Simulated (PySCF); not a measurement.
**[YbOF]−: other functionals and bases at one geometry**

Aim: see how levels, charges and forces of [YbOF]− depend on the level of theory. The species was built from a template and needn't be a known compound.

Method: several levels, as the steps say, no spin–orbit coupling; program: PySCF 2.14.0.

1 further run of the same task is left out (for a known fault of the program).

**1. Where the work starts**

3 atoms, charge -1, spin multiplicity 1.

Bond lengths: Yb1–O2 2.050 Å, Yb1–F3 2.173 Å. Angles: O2–Yb1–F3 127.3°.

Geometry (Å):

```xyz
3
FOYb
Yb   -0.00853    0.00000   -0.21097
O     1.83689    0.00000    0.68259
F    -1.94613    0.00000    0.77215
```

Formal oxidation states: Yb +2. Each metal's 14 4f electrons lie in its core potential, so multiplicities, spins and levels count the valence alone. An earlier session relaxed this geometry at PBE0, Yb lcecp-0-SVP with ECP60, O def2-SVP, F def2-SVP (singlet, point group Cs).

At PBE0 on the finer grid: E = -207.762594 Eh, frontier levels not given, since the 4f levels lie in the core, Mulliken charge on Yb1 +0.28 e, largest force component 0.013 eV/Å. The highest filled level lies above zero; it isn't the detachment energy.

Levels to run: TPSSh; TPSS; PBE0, TZVP. Hardware: 2 threads of Arm Neoverse V1, shared host.

**2. TPSSh**

Contents of run.py (the lines that set the calculation):

```python
mol = gto.M(atom='''
Yb    -0.00853     0.00000    -0.21097
O      1.83689     0.00000     0.68259
F     -1.94613     0.00000     0.77215''',
    basis={'Yb': 'lcecp-0-SVP', 'O': 'def2-SVP', 'F': 'def2-SVP'},
    ecp={'Yb': 'lcecp-0-SVP'},
    charge=-1, spin=0)
mf = dft.RKS(mol, xc='TPSSH')
mf.grids.atom_grid = (75, 302)  # f atoms: unpruned, at least (60, 302)
mf = mf.density_fit()  # fitting sets: Yb AutoAux, O def2-universal-JKFIT, F def2-universal-JKFIT
mf.conv_tol = 1e-08; mf.max_cycle = 55
mf.kernel(dm0)  # dm0: the density of the relaxed state
```

The run is started by

```sh
> OMP_NUM_THREADS=2 python run.py
```

The program printed:

```text
init E= -207.946413730435
cycle= 1 E= -207.944976549774  delta_E= 0.00144  |g|= 0.0846  |ddm|= 0.207
cycle= 2 E= -207.904770948998  delta_E= 0.0402  |g|= 0.41  |ddm|= 0.512
cycle= 3 E= -207.946672589263  delta_E= -0.0419  |g|= 0.0321  |ddm|= 0.378
cycle= 4 E= -207.946906585638  delta_E= -0.000234  |g|= 0.0125  |ddm|= 0.0318
cycle= 5 E= -207.94694198275  delta_E= -3.54e-05  |g|= 0.00235  |ddm|= 0.0163
cycle= 6 E= -207.946943593247  delta_E= -1.61e-06  |g|= 0.000301  |ddm|= 0.00326
cycle= 7 E= -207.946943621712  delta_E= -2.85e-08  |g|= 7.2e-05  |ddm|= 0.000697
cycle= 8 E= -207.946943623322  delta_E= -1.61e-09  |g|= 4.08e-05  |ddm|= 0.000204
Extra cycle  E= -207.946943607124  delta_E= 1.62e-08  |g|= 0.000257  |ddm|= 0.000334
converged SCF energy = -207.946943607124
```

Wall time 2.1 s (2 threads of Arm Neoverse V1, shared host).

It gives: E = -207.946944 Eh, frontier levels not given, since the 4f levels lie in the core, Mulliken charge on Yb1 +0.23 e, largest force component 0.223 eV/Å. The gap is small, and the closed shell wasn't tested for a lower spin-broken solution. The highest filled level lies above zero; it isn't the detachment energy.

**3. TPSS**

Changes to run.py (the lines that set the calculation) since step 2:

```diff
@@ -7,3 +7,3 @@
     charge=-1, spin=0)
-mf = dft.RKS(mol, xc='TPSSH')
+mf = dft.RKS(mol, xc='TPSS')
 mf.grids.atom_grid = (75, 302)  # f atoms: unpruned, at least (60, 302)
```

The run is started by

```sh
> OMP_NUM_THREADS=2 python run.py
```

The program printed:

```text
init E= -207.979021974383
cycle= 1 E= -207.908357932822  delta_E= 0.0707  |g|= 0.515  |ddm|= 0.984
cycle= 2 E= -207.383380415607  delta_E= 0.525  |g|= 1.55  |ddm|= 1.79
cycle= 3 E= -207.922214626258  delta_E= -0.539  |g|= 0.433  |ddm|= 0.98
cycle= 4 E= -207.974743481144  delta_E= -0.0525  |g|= 0.147  |ddm|= 0.865
cycle= 5 E= -207.980902303843  delta_E= -0.00616  |g|= 0.0388  |ddm|= 0.259
cycle= 6 E= -207.981168591543  delta_E= -0.000266  |g|= 0.00938  |ddm|= 0.0341
cycle= 7 E= -207.981191969247  delta_E= -2.34e-05  |g|= 0.00178  |ddm|= 0.0167
cycle= 8 E= -207.98119303613  delta_E= -1.07e-06  |g|= 0.000454  |ddm|= 0.00728
cycle= 9 E= -207.981193092435  delta_E= -5.63e-08  |g|= 0.000163  |ddm|= 0.000535
cycle= 10 E= -207.981193100194  delta_E= -7.76e-09  |g|= 3e-05  |ddm|= 0.000225
Extra cycle  E= -207.981193078927  delta_E= 2.13e-08  |g|= 0.000285  |ddm|= 0.000447
converged SCF energy = -207.981193078927
```

Wall time 2.6 s (2 threads of Arm Neoverse V1, shared host).

Result: E = -207.981193 Eh, frontier levels not given, since the 4f levels lie in the core, Mulliken charge on Yb1 +0.16 e, largest force component 0.390 eV/Å. The gap is small, and the closed shell wasn't tested for a lower spin-broken solution. The highest filled level lies above zero; it isn't the detachment energy.

**4. PBE0, TZVP**

Basis: Yb lcecp-0-TZVP with ECP60, O def2-TZVP, F def2-TZVP. 

Contents of run.py (the lines that set the calculation):

```python
mol = gto.M(atom='''
Yb    -0.00853     0.00000    -0.21097
O      1.83689     0.00000     0.68259
F     -1.94613     0.00000     0.77215''',
    basis={'Yb': 'lcecp-0-TZVP', 'O': 'def2-TZVP', 'F': 'def2-TZVP'},
    ecp={'Yb': 'lcecp-0-TZVP'},
    charge=-1, spin=0)
mf = dft.RKS(mol, xc='PBE0')
mf.grids.atom_grid = (75, 302)  # f atoms: unpruned, at least (60, 302)
mf = mf.density_fit()  # fitting sets: Yb AutoAux, O def2-universal-JKFIT, F def2-universal-JKFIT
mf.conv_tol = 1e-08; mf.max_cycle = 55
mf.kernel(dm0)  # dm0: free metal ions and neutral atoms
```

The run is started by

```sh
> OMP_NUM_THREADS=2 python run.py
```

The program printed:

```text
init E= -222.584610101755
cycle= 1 E= -189.264313105228  delta_E= 33.3  |g|= 5.22  |ddm|= 5.55
cycle= 2 E= -185.489081383008  delta_E= 3.78  |g|=   11  |ddm|= 8.74
cycle= 3 E= -202.083057180469  delta_E= -16.6  |g|= 6.09  |ddm|= 5.61
cycle= 4 E= -205.058216263829  delta_E= -2.98  |g|= 4.06  |ddm|= 1.29
cycle= 5 E= -207.158732632932  delta_E= -2.1  |g|= 2.07  |ddm|= 1.38
cycle= 6 E= -207.747520592437  delta_E= -0.589  |g|= 1.14  |ddm|= 1.51
cycle= 7 E= -207.864132563633  delta_E= -0.117  |g|= 0.806  |ddm|= 1.17
cycle= 8 E= -207.994498754808  delta_E= -0.13  |g|= 0.0762  |ddm|= 0.537
cycle= 9 E= -207.99517398784  delta_E= -0.000675  |g|= 0.0514  |ddm|= 0.0813
cycle= 10 E= -207.995780036456  delta_E= -0.000606  |g|= 0.00435  |ddm|= 0.0408
cycle= 11 E= -207.99578782744  delta_E= -7.79e-06  |g|= 0.00193  |ddm|= 0.0103
cycle= 12 E= -207.995790274568  delta_E= -2.45e-06  |g|= 0.000359  |ddm|= 0.00564
cycle= 13 E= -207.995790756357  delta_E= -4.82e-07  |g|= 0.000232  |ddm|= 0.00344
cycle= 14 E= -207.995790866281  delta_E= -1.1e-07  |g|= 3.53e-05  |ddm|= 0.00224
cycle= 15 E= -207.995790867575  delta_E= -1.29e-09  |g|= 1.03e-05  |ddm|= 0.000177
Extra cycle  E= -207.995790867444  delta_E= 1.31e-10  |g|= 3.17e-05  |ddm|= 3.89e-05
converged SCF energy = -207.995790867444
```

Run time: 5.2 s. Hardware: 2 threads of Arm Neoverse V1, shared host.

Result: E = -207.995791 Eh, frontier levels not given, since the 4f levels lie in the core, Mulliken charge on Yb1 +0.68 e, largest force component 0.581 eV/Å. The highest filled level lies above zero; it isn't the detachment energy.

**5. Results**

| level | state | charge on Yb1 (e) | dipole (D) | largest force (eV/Å) | basis functions | time |
| --- | --- | --- | --- | --- | --- | --- |
| PBE0 (relaxed here) | singlet | 0.28 | 7.43 | 0.01 | 59 | 3.3 s |
| TPSSh | singlet | 0.23 | 6.99 | 0.22 | 59 | 2.1 s |
| TPSS | singlet | 0.16 | 6.51 | 0.39 | 59 | 2.6 s |
| PBE0, TZVP | singlet | 0.68 | 8.03 | 0.58 | 109 | 5.2 s |

Times are on 2 threads of Arm Neoverse V1, shared host; the first row also made further properties. The dipole of a charged species depends on the origin, so these sizes hold for this origin alone.

The largest leftover force, 0.58 eV/Å with PBE0, TZVP, stands at a geometry relaxed at another level. The Mulliken charge on Yb spans +0.16 to +0.68 e over the levels. With 4f in the core, its levels are missing from HOMO and gap. Total energies of different levels can't be compared. Spin–orbit coupling is left out throughout.
